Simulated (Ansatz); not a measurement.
Here is an Ansatz input file for C2H6FSi, SMILES [CH2][SiH](C)F. Write the same calculation for the Python package.

```yaml
crystal:
  periodic: [false, false, false]
  atoms:
    - { symbol: C, position_ang: [-1.0443, 1.2511, -0.2306] }
    - { symbol: Si, position_ang: [-0.1236, -0.1765, -0.6423] }
    - { symbol: C, position_ang: [0.8824, -0.7562, 0.7558] }
    - { symbol: F, position_ang: [-1.0814, -1.3264, -1.0257] }
    - { symbol: H, position_ang: [-0.6073, 2.2529, -0.2018] }
    - { symbol: H, position_ang: [-2.1606, 1.2108, -0.1106] }
    - { symbol: H, position_ang: [0.7588, 0.1112, -1.817] }
    - { symbol: H, position_ang: [0.3386, -0.977, 1.6369] }
    - { symbol: H, position_ang: [1.647, 0.0192, 1.1126] }
    - { symbol: H, position_ang: [1.4735, -1.6602, 0.5256] }
basis:
  gaussian: { orbitals: def2-SVPD }
magnetization:
  spin_polarized: true
  initial_magnetization: 1.0
correlation:
  method: mp2
```

On the command line:
```console
$ ansatz run input.yaml --threads 1 --pin off --max-ram 4096MiB --backend cpu --events-out ev --progress --plain --runs-dir out
Engine: ansatz 0.2.0, x86_64-unknown-linux-gnu
Functional definition: HF
  exchange = exact_x
  correlation = 0
1330 factors; integrals over basis functions are off by at most 1.2e-3 eV
mean field evaluation 1: about -12715.8072 eV, gradient 2.3e1 eV
mean field evaluation 2: about -12715.8160 eV, gradient 2.3e1 eV
mean field evaluation 4: about -12718.6404 eV, gradient 2.7e0 eV
mean field evaluation 8: about -12718.7120 eV, gradient 1.5e-1 eV
mean field -12718.71246732 eV, -467.4040621212 hartree, gradient 3.0e-6 eV, S^2 0.760308; 0 other end points of the search recorded, 0 dependent functions left out
8 core orbitals not correlated: weight in the atoms' cores, before any rotation towards them, 1.000 or more for the frozen orbitals, at most 0.000 for the correlated occupied ones
reference -12718.71246732 eV, -467.4040621212 hartree; 13, 12 occupied and 114, 115 virtual orbitals, 1330 factors
second order -15.42338320 eV of doubles, -0.00000000 eV of singles
Total energy: -12734.13585052 eV, -467.9708609993 hartree
```

`energy_c2h6fsi.py`
```python
'''Electronic structure of the C2H6FSi molecule.'''

import sys

import ansatz as az
from ase import Atoms

atoms = Atoms(['C', 'Si', 'C', 'F', 'H', 'H', 'H', 'H', 'H', 'H'], positions=[
    [-1.0443, 1.2511, -0.2306],
    [-0.1236, -0.1765, -0.6423],
    [0.8824, -0.7562, 0.7558],
    [-1.0814, -1.3264, -1.0257],
    [-0.6073, 2.2529, -0.2018],
    [-2.1606, 1.2108, -0.1106],
    [0.7588, 0.1112, -1.817],
    [0.3386, -0.977, 1.6369],
    [1.647, 0.0192, 1.1126],
    [1.4735, -1.6602, 0.5256],
])
geometry = az.Crystal.molecule_from_ase(atoms)

base = (
    geometry.calculation()
    .basis(gaussian='def2-SVPD')
    .correlation('MP2')
    .spin('collinear', total=1)
)
try:
    r = base.run(threads=1).report
except az.AnsatzError as error:
    sys.exit(f'{type(error).__name__}: {error}')

print('reference energy %16.6f eV' % r['reference_energy_ev'])
print('total energy     %16.6f eV' % r['free_energy_ev'])
print('occupied (up, down):', r['n_occupied'], ' virtual:', r['n_virtual'], ' frozen:', r['n_frozen'])

print('correlation energy', round(r['free_energy_ev'] - r['reference_energy_ev'], 5), 'eV')
cluster = r['correlation'].get('coupled_cluster')
if cluster:
    print('cycles', cluster['cycles'], ' T1 diagnostic', round(cluster['t1_diagnostic'], 4), ' largest double', round(cluster['largest_double'], 4))
```

```console
$ python energy_c2h6fsi.py
reference energy    -12718.712467 eV
total energy        -12734.135851 eV
occupied (up, down): [13, 12]  virtual: [114, 115]  frozen: 8
correlation energy -15.42338 eV
```

Notes:
- Total energies depend on the basis set; only differences at equal settings carry meaning.
- The geometry is a force-field or estimated start, not a minimum of this method, and the basis set is short of its limit.
- The species is open-shell (spin multiplicity 2).
- Inner cores stay frozen, so this is valence correlation.
- Hardware and time: 3 s on 1 thread of Intel(R) Xeon(R) 6975P-C (Granite Rapids), on a shared host, peak memory 0.4 GiB.

(Lines on the test bed's own set-up are left out of the output.)
